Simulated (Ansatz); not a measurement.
Born–Oppenheimer molecular dynamics of a periodic cell of 40 atoms, KTaO$_{3}$ (host KTaO3, host structure Pm-3m). It starts from a structure without forces on its atoms.

Level of theory: Ansatz 0.2.0, DFT r2SCAN, scalar-relativistic, plane waves, PAW. Settings: accuracy low, cutoff 500 eV, k mesh 1x1x1, fermi-dirac smearing 0.05 eV, no spin polarisation.

```yaml
ensemble: NVE (velocity Verlet)
time_step: 1 fs
steps_asked: 220
starting_velocities_drawn_for: 3000 K
seed: 582663
```

First frame:

```xyz
40
Lattice="8.1212 0.0000 0.0000 0.0000 8.1212 0.0000 0.0000 0.0000 8.1212" Properties=species:S:1:pos:R:3
K 0.000 0.000 0.000
Ta 2.030 2.030 2.030
O 2.030 2.030 0.000
O 0.000 2.030 2.030
O 2.030 0.000 2.030
K 0.000 0.000 4.061
Ta 2.030 2.030 6.091
O 2.030 2.030 4.061
O 0.000 2.030 6.091
O 2.030 0.000 6.091
K 0.000 4.061 0.000
Ta 2.030 6.091 2.030
O 2.030 6.091 0.000
O 0.000 6.091 2.030
O 2.030 4.061 2.030
K 0.000 4.061 4.061
Ta 2.030 6.091 6.091
O 2.030 6.091 4.061
O 0.000 6.091 6.091
O 2.030 4.061 6.091
K 4.061 0.000 0.000
Ta 6.091 2.030 2.030
O 6.091 2.030 0.000
O 4.061 2.030 2.030
O 6.091 0.000 2.030
K 4.061 0.000 4.061
Ta 6.091 2.030 6.091
O 6.091 2.030 4.061
O 4.061 2.030 6.091
O 6.091 0.000 6.091
K 4.061 4.061 0.000
Ta 6.091 6.091 2.030
O 6.091 6.091 0.000
O 4.061 6.091 2.030
O 6.091 4.061 2.030
K 4.061 4.061 4.061
Ta 6.091 6.091 6.091
O 6.091 6.091 4.061
O 4.061 6.091 6.091
O 6.091 4.061 6.091
```

(1) What does the run give?

(2) What happens to the structure?

(3) How do temperature and energy run in time?

## Answers

(1) All steps were run.

```yaml
steps_done: 220
time_covered: 220 fs
mean_temperature_over_the_second_half: 1980 K
spread_of_the_potential_energy_over_the_second_half: 22.5 meV per atom
mean_potential_energy_of_the_second_half_above_the_start: 128.6 meV per atom
```

The conserved energy stayed within 0.22 meV per atom of its start (net change 0.022 meV per atom), so the integration is sound. A run of 0.22 ps of so small a system gives no equilibrium averages. Limits of this set-up: coarse k mesh, low accuracy level.

(2) Mean squared displacements from the first frame to the last, about the centre of mass: K 0.17 Å², Ta 0.05 Å², O 0.17 Å². Another seed would give other details.

(3) 
| time (fs) | T (K) | potential energy less start (eV) | conserved less start (meV/atom) |
| --- | --- | --- | --- |
| 0 | 3000 | 0.000 | 0.00 |
| 18 | 1922 | 5.438 | 0.06 |
| 36 | 1467 | 7.730 | 0.06 |
| 54 | 1759 | 6.258 | 0.02 |
| 72 | 1654 | 6.792 | 0.17 |
| 90 | 2129 | 4.391 | 0.04 |
| 108 | 2067 | 4.705 | 0.08 |
| 126 | 1949 | 5.302 | 0.05 |
| 144 | 2098 | 4.549 | 0.04 |
| 162 | 1691 | 6.607 | 0.17 |
| 180 | 2062 | 4.731 | 0.12 |
| 198 | 2083 | 4.625 | 0.06 |
| 216 | 1705 | 6.531 | 0.12 |

Time of the run: 13 min on 4 threads of AMD EPYC 7R13 Processor (Zen 3), on a shared host, peak memory 1.2 GiB.
